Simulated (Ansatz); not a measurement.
# KScS2: the cost of one run

Program: Ansatz 0.2.0. PAW datasets, plane waves, zero pressure. The structure was generated, not taken from experiment, and needn't be the ground state; spin polarisation is off.

**1. The structure to begin with**

The symmetry is P4/mmm (No. 123, tetragonal); a = 4.208 Å, c = 5.951 Å in the conventional setting, 26.35 Å³ an atom. K has 6 S at 2.98 Å; S has 2 K at 2.98 Å and 4 Sc at 2.98 Å; Sc has 6 S at 2.98 Å; S has 2 Sc at 2.98 Å and 4 K at 2.98 Å.

As a file:

```xyz
4
Lattice="4.2081 0.0000 0.0000 0.0000 4.2081 0.0000 0.0000 0.0000 5.9511" Properties=species:S:1:pos:R:3 pbc="T T T"
K     0.0000    0.0000    0.0000
S     0.0000    0.0000    2.9756
Sc    2.1040    2.1040    2.9756
S     2.1040    2.1040    0.0000
```

**2. PBE: cell and atoms**

The input, input.yaml:

```yaml
crystal:
  lattice:
    - [4.2080815503, 0.0, 0.0]
    - [0.0, 4.2080815503, 0.0]
    - [0.0, 0.0, 5.951126]
  atoms:
    - { symbol: K, position: [0.0, 0.0, 0.0] }
    - { symbol: S, position: [0.0, 0.0, 0.5] }
    - { symbol: Sc, position: [0.5, 0.5, 0.5] }
    - { symbol: S, position: [0.5, 0.5, 0.0] }
kpoints:
  mp_grid: { grid: [6, 6, 4] }
hamiltonian:
  xc: pbe
scf:
  occupations: { method: fermi_dirac, width: 0.02 }
relax:
  f_tol: 0.005
  cell: {}
```

Run with:

```bash
> ansatz run input.yaml --threads 2 --pin off --max-ram 2211MiB --backend cpu --events-out ev --progress --plain --runs-dir out
```

**Question.** How long does this run take on 2 threads of Intel Xeon Platinum 8375C at 2.90GHz (Ice Lake), shared host, and how much memory does it need?

About 8 s, with a peak of 0.57 GiB.
